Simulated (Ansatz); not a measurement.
# In2C: from a guess to a relaxed structure

Aim: relax a trial structure of In2C and see where it ends.

Program: Ansatz 0.2.0. Level of theory: DFT PBE, scalar-relativistic, plane waves, PAW. These are calculated values, not measurements.

## (1) The starting structure

The structure is tetragonal, space group P4/mmm (No. 123). Conventional cell: a = 3.087 Å, b = 3.087 Å, c = 5.882 Å, α = 90.00°, β = 90.00°, γ = 90.00°. In (site symmetry 4mm) has 6 In at 2.69 to 3.19 Å and 4 C at 2.70 Å as nearest neighbours. C (site symmetry 4/mmm) is surrounded by 8 In at 2.70 Å.

Coordinates:

```xyz
3
Lattice="3.0874 0.0000 0.0000 0.0000 3.0874 0.0000 0.0000 0.0000 5.8822" Properties=species:S:1:pos:R:3 pbc="T T T"
In    1.5437    1.5437    4.2858
In    1.5437    1.5437    1.5964
C     0.0000    0.0000    0.0000
```

A structure generator made this guess: species swapped into a database cell of FeSi2 (P4/mmm, No. 123), with C on the Fe sites and In on the Si sites. The dimensions are guesses.

## (2) Probe: one point on a coarse mesh

Input file input.yaml:

```yaml
crystal:
  lattice:
    - [3.08741151, 0.0, 0.0]
    - [0.0, 3.08741151, 0.0]
    - [0.0, 0.0, 5.8822002]
  atoms:
    - { symbol: In, position: [0.5, 0.5, 0.72860175] }
    - { symbol: In, position: [0.5, 0.5, 0.27139825] }
    - { symbol: C, position: [0.0, 0.0, 0.0] }
basis:
  ecutwfc: 420
kpoints:
  mp_grid: { grid: [6, 6, 4] }
hamiltonian:
  xc: pbe
scf:
  occupations: { method: gaussian, width: 0.1 }
  lower_state_search: "off"
output:
  forces: true
  stress: true
  eigenvalues: true
```

The run is started by

```console
> ansatz run input.yaml --threads 1 --pin off --max-ram 2560MiB --backend cpu --events-out ev --progress --plain --runs-dir out
```

Further runs follow: spin check on a coarse mesh; a loose first relaxation; final relaxation.

What does the calculation give? Wanted: conventional cell; volume; energy over the elements; gap on the mesh.

As calculated:

| quantity | value |
| --- | --- |
| symmetry at the end (tolerance 0.05 Å) | space group P4/mmm (No. 123) |
| conventional cell | a = 3.180 Å, b = 3.180 Å, c = 5.746 Å, α = 90.00°, β = 90.00°, γ = 90.00° |
| volume | 19.37 Å³/atom |
| energy over the elements | +1.31 eV/atom |
| gap on the mesh | none (metal) |

The space group P4/mmm (No. 123) is kept, and the volume per atom grows by 3.7 % from the first guess. With a positive formation energy it can't be a ground state. No finished test with a distortion of lower symmetry is shown, so the end may be a saddle point. Other magnetic orders were not searched.
